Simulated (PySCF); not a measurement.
# One shape, several levels: AlSiH5SO (SMILES O[SiH]([AlH2])S)

Wanted: a comparison of 6 runs (HF/3-21G, HF/def2-SVP, B3LYP/6-31G*, B2PLYP/def2-SVP, PBE/def2-SVPD, MP2/def2-SVP) of AlSiH5SO. 

Program for the calculation: PySCF 2.14.0.

### 1 The molecule

AlSiH5SO: 9 atoms, total charge 0, spin state singlet. SMILES: `O[SiH]([AlH2])S`. The coordinates come from a PBE0-D4/def2-TZVP relaxation. This is one conformer, not always the lowest.

Bond lengths: O1–Si2 1.648 Å, Si2–Al3 2.399 Å, Si2–S4 2.325 Å, O1–H5 0.959 Å, Si2–H6 1.485 Å, Al3–H7 1.583 Å, Al3–H8 1.588 Å, S4–H9 1.345 Å. Some angles: O1–Si2–Al3 129.3°, O1–Si2–S4 110.0°, Al3–Si2–S4 63.7°, O1–Si2–H6 105.2°, Al3–Si2–H6 125.5°, S4–Si2–H6 99.2°, Si2–O1–H5 116.0°, Si2–Al3–H7 117.6°, Si2–Al3–H8 115.8°, Si2–S4–H9 93.3°.

### 2 Energy and forces at HF/3-21G (run 1)

start.xyz reads:

```xyz
9

O     -1.475600    -1.269400     1.021900
Si    -1.055800    -0.073100    -0.030800
Al     0.910000     1.301600    -0.062400
S      0.680600    -0.789900    -1.400300
H     -1.019800    -1.266100     1.865700
H     -2.149400    -0.036300    -1.034900
H      0.913000     2.556400    -1.026800
H      1.991000     0.986700     1.057000
H      1.294300    -1.456200    -0.406600
```

job.py reads:

```python
# O[SiH]([AlH2])S
from pyscf import gto

mol = gto.M(
    atom='start.xyz',
    verbose=4,
    max_memory=1860,
    basis='3-21g',
)

mf = mol.RHF()
mf.conv_tol = 1e-10
mf.kernel()
if not mf.converged:
    mf = mf.newton().run(mf.mo_coeff, mf.mo_occ)

etot = mf.e_tot
print('E(%s) = %.9f' % ('HF', etot))
grad = mf.nuc_grad_method().kernel()
dip = mf.dip_moment()
pop, q = mf.mulliken_pop()
```

Launch:

```sh
$ OMP_NUM_THREADS=1 python job.py
```

Output:

```text
PySCF version 2.14.0

[... 63 lines left out ...]
converged SCF energy = -1000.92318248884
[... 12 lines left out ...]
Dipole moment(X, Y, Z, Debye): -0.02625,  0.83643,  3.12530
[... 29 lines left out ...]
pop of  2 Al 2pz          1.96103
pop of  2 Al 3px          0.42945
pop of  2 Al 3py          0.38766
pop of  2 Al 3pz          0.39354
pop of  2 Al 4px          0.02414
pop of  2 Al 4py          0.05062
pop of  2 Al 4pz          0.11345
pop of  3 S 1s            1.99859
pop of  3 S 2s            1.96225
pop of  3 S 3s            0.95480
pop of  3 S 4s            1.06392
pop of  3 S 2px           1.96295
pop of  3 S 2py           1.96292
pop of  3 S 2pz           1.96226
pop of  3 S 3px           0.82296
pop of  3 S 3py           0.81573
pop of  3 S 3pz           0.80254
pop of  3 S 4px           0.70434
pop of  3 S 4py           0.75421
pop of  3 S 4pz           0.76007
pop of  4 H 1s            0.41800
pop of  4 H 2s            0.16562
pop of  5 H 1s            0.42525
pop of  5 H 2s            0.73963
pop of  6 H 1s            0.39558
pop of  6 H 2s            0.81862
pop of  7 H 1s            0.39642
pop of  7 H 2s            0.82644
pop of  8 H 1s            0.42876
pop of  8 H 2s            0.46609
 ** Mulliken atomic charges  **
charge of    0O =     -0.82500
charge of    1Si =      0.64388
charge of    2Al =      0.78910
charge of    3S =     -0.52755
charge of    4H =      0.41638
charge of    5H =     -0.16488
charge of    6H =     -0.21420
charge of    7H =     -0.22286
charge of    8H =      0.10515
```

Run time: 2.5 s. Hardware: 1 thread of Intel Xeon at 2.70GHz, shared host; peak memory 0.13 GiB.

### 3 Energy and gradient at HF/def2-SVP (run 2)

input.py reads:

```python
from pyscf import gto

mol = gto.M(
    atom='''
O     -1.475600    -1.269400     1.021900
Si    -1.055800    -0.073100    -0.030800
Al     0.910000     1.301600    -0.062400
S      0.680600    -0.789900    -1.400300
H     -1.019800    -1.266100     1.865700
H     -2.149400    -0.036300    -1.034900
H      0.913000     2.556400    -1.026800
H      1.991000     0.986700     1.057000
H      1.294300    -1.456200    -0.406600
''',
    spin=0,
    charge=0,
    verbose=4,
    basis='def2-svp',
    max_memory=1860,
)

mf = mol.RHF()
mf.conv_tol = 1e-10
mf.kernel()
if not mf.converged:
    mf = mf.newton().run(mf.mo_coeff, mf.mo_occ)

e_tot = mf.e_tot
print('Final energy', e_tot)
grad = mf.nuc_grad_method().kernel()
mf.analyze()
```

Launch:

```sh
$ OMP_NUM_THREADS=1 python input.py
```

Output:

```text
PySCF version 2.14.0

[... 66 lines left out ...]
Final energy -1005.8485982122395
[... 22 lines left out ...]
MO #3   energy= -58.4497411917278  occ= 2
[... 8 lines left out ...]
MO #12  energy= -4.27677326027086  occ= 2
[... 8 lines left out ...]
MO #21  energy= -0.587934903595613 occ= 2
[... 8 lines left out ...]
MO #30  energy= 0.104402208677715  occ= 0
[... 8 lines left out ...]
MO #39  energy= 0.391414432996204  occ= 0
[... 8 lines left out ...]
MO #48  energy= 0.629643796628308  occ= 0
[... 8 lines left out ...]
MO #57  energy= 0.888254184184644  occ= 0
[... 8 lines left out ...]
MO #66  energy= 1.15790483533555   occ= 0
[... 8 lines left out ...]
MO #75  energy= 1.79926282447201   occ= 0
[... 8 lines left out ...]
MO #84  energy= 2.30202004366879   occ= 0
[... 8 lines left out ...]
MO #93  energy= 4.08713566651877   occ= 0
[... 66 lines left out ...]
pop of  3 S 3dyz          0.00858
pop of  3 S 3dz^2         0.00367
pop of  3 S 3dxz          0.00939
pop of  3 S 3dx2-y2       0.00208
pop of  4 H 1s            0.64562
pop of  4 H 2s            0.01302
pop of  4 H 2px           0.00149
pop of  4 H 2py           0.00131
pop of  4 H 2pz           0.00243
pop of  5 H 1s            1.10949
pop of  5 H 2s            0.00347
pop of  5 H 2px           0.00272
pop of  5 H 2py           0.00008
pop of  5 H 2pz           0.00227
pop of  6 H 1s            1.16820
pop of  6 H 2s            0.00066
pop of  6 H 2px           0.00009
pop of  6 H 2py           0.00194
pop of  6 H 2pz           0.00126
pop of  7 H 1s            1.17902
pop of  7 H 2s            0.00060
pop of  7 H 2px           0.00145
pop of  7 H 2py           0.00019
pop of  7 H 2pz           0.00148
pop of  8 H 1s            0.89667
pop of  8 H 2s            0.00822
pop of  8 H 2px           0.00180
pop of  8 H 2py           0.00220
pop of  8 H 2pz           0.00310
 ** Mulliken atomic charges  **
charge of    0O =     -0.74206
charge of    1Si =      0.70626
charge of    2Al =      0.32896
charge of    3S =     -0.24437
charge of    4H =      0.33614
charge of    5H =     -0.11804
charge of    6H =     -0.17216
charge of    7H =     -0.18274
charge of    8H =      0.08801
Dipole moment(X, Y, Z, Debye): -0.04830, -0.38545,  1.92657
```

Wall time 8.4 s (1 thread of Intel Xeon at 2.70GHz, shared host); peak memory 0.19 GiB.

Runs 3 to 5 aren't shown in full; the table further down has their settings and results.

### 4 Energy and forces at MP2/def2-SVP (run 6)

input.xyz reads:

```xyz
9

O     -1.475600    -1.269400     1.021900
Si    -1.055800    -0.073100    -0.030800
Al     0.910000     1.301600    -0.062400
S      0.680600    -0.789900    -1.400300
H     -1.019800    -1.266100     1.865700
H     -2.149400    -0.036300    -1.034900
H      0.913000     2.556400    -1.026800
H      1.991000     0.986700     1.057000
H      1.294300    -1.456200    -0.406600
```

job.py reads:

```python
# O[SiH]([AlH2])S
import pyscf.grad
from pyscf import gto, mp

system = gto.Mole()
system.atom = 'input.xyz'
system.basis = 'def2-svp'
system.max_memory = 1860
system.verbose = 4
system.build()

myscf = system.RHF()
myscf.conv_tol = 1e-10
myscf.kernel()
if not myscf.converged:
    myscf = myscf.newton().run(myscf.mo_coeff, myscf.mo_occ)

pt = mp.MP2(myscf, frozen=16).run()
etot = pt.e_tot
print('Final energy', etot)
grad = pt.Gradients().kernel()
myscf.analyze()
```

Launch:

```sh
$ OMP_NUM_THREADS=1 python job.py
```

Output:

```text
PySCF version 2.14.0

[... 74 lines left out ...]
Final energy -1006.3340538508547
[... 19 lines left out ...]
MO #3   energy= -58.4497411917278  occ= 2
[... 8 lines left out ...]
MO #12  energy= -4.27677326027086  occ= 2
[... 8 lines left out ...]
MO #21  energy= -0.587934903595613 occ= 2
[... 8 lines left out ...]
MO #30  energy= 0.104402208677715  occ= 0
[... 8 lines left out ...]
MO #39  energy= 0.391414432996204  occ= 0
[... 8 lines left out ...]
MO #48  energy= 0.629643796628308  occ= 0
[... 8 lines left out ...]
MO #57  energy= 0.888254184184644  occ= 0
[... 8 lines left out ...]
MO #66  energy= 1.15790483533555   occ= 0
[... 8 lines left out ...]
MO #75  energy= 1.79926282447201   occ= 0
[... 8 lines left out ...]
MO #84  energy= 2.30202004366879   occ= 0
[... 8 lines left out ...]
MO #93  energy= 4.08713566651877   occ= 0
[... 66 lines left out ...]
pop of  3 S 3dyz          0.00858
pop of  3 S 3dz^2         0.00367
pop of  3 S 3dxz          0.00939
pop of  3 S 3dx2-y2       0.00208
pop of  4 H 1s            0.64562
pop of  4 H 2s            0.01302
pop of  4 H 2px           0.00149
pop of  4 H 2py           0.00131
pop of  4 H 2pz           0.00243
pop of  5 H 1s            1.10949
pop of  5 H 2s            0.00347
pop of  5 H 2px           0.00272
pop of  5 H 2py           0.00008
pop of  5 H 2pz           0.00227
pop of  6 H 1s            1.16820
pop of  6 H 2s            0.00066
pop of  6 H 2px           0.00009
pop of  6 H 2py           0.00194
pop of  6 H 2pz           0.00126
pop of  7 H 1s            1.17902
pop of  7 H 2s            0.00060
pop of  7 H 2px           0.00145
pop of  7 H 2py           0.00019
pop of  7 H 2pz           0.00148
pop of  8 H 1s            0.89667
pop of  8 H 2s            0.00822
pop of  8 H 2px           0.00180
pop of  8 H 2py           0.00220
pop of  8 H 2pz           0.00310
 ** Mulliken atomic charges  **
charge of    0O =     -0.74206
charge of    1Si =      0.70626
charge of    2Al =      0.32896
charge of    3S =     -0.24437
charge of    4H =      0.33614
charge of    5H =     -0.11804
charge of    6H =     -0.17216
charge of    7H =     -0.18274
charge of    8H =      0.08801
Dipole moment(X, Y, Z, Debye): -0.04830, -0.38545,  1.92657
```

It took 23 s on 1 thread of Intel Xeon at 2.70GHz, shared host; peak memory 0.62 GiB.

### 5 The series

| run | level | integration grid | task | energy (Eh) | dipole moment (D) of the reference | HOMO energy (eV) | LUMO energy (eV) | wall time |
| --- | --- | --- | --- | --- | --- | --- | --- | --- |
| 1 | HF/3-21G | – | gradient | -1000.923182 | 3.24 | -9.52 | 2.04 | 2.5 s |
| 2 | HF/def2-SVP | – | gradient | -1005.848598 | 1.97 | -9.30 | 2.63 | 8.4 s |
| 3 | B3LYP/6-31G* (spherical functions) | 5 | gradient | -1008.385442 | 2.04 | -6.60 | -0.58 | 50 s |
| 4 | B2PLYP/def2-SVP | 5 | energy | -1007.576167 | 1.90 | -7.71 | 0.84 | 28 s |
| 5 | PBE/def2-SVPD | 5 | gradient | -1007.515552 | 1.59 | -5.87 | -1.61 | 89 s |
| 6 | MP2/def2-SVP | – | gradient | -1006.334054 | 1.97 | -9.30 | 2.63 | 23 s |

### 6 Outcome

| quantity | value |
| --- | --- |
| run 6: total energy | -1006.33405 Eh |
| run 6: dipole moment (Hartree–Fock density) | 1.97 D |
| run 6: HOMO energy (Hartree–Fock orbitals) | -9.30 eV |
| run 6: LUMO energy (Hartree–Fock orbitals) | 2.63 eV |
| run 6: HOMO–LUMO gap (Hartree–Fock orbitals) | 11.92 eV |
| run 6: correlation energy (16 core orbitals frozen) | -485.5 mEh |
| run 6: largest force on an atom | 0.700 eV/Å |

What this shows: Over runs 1, 2, 3, 4, 5 the dipole moment (its size) runs from 1.59 D (PBE/def2-SVPD) to 3.24 D (HF/3-21G). The two ends differ in method and basis. Over runs 1, 2, 3, 4, 5 the HOMO–LUMO gap runs from 4.27 eV (PBE/def2-SVPD) to 11.92 eV (HF/def2-SVP). Totals of different functionals can't be ranked against each other. All runs together took 3.3 min, the longest 89 s.
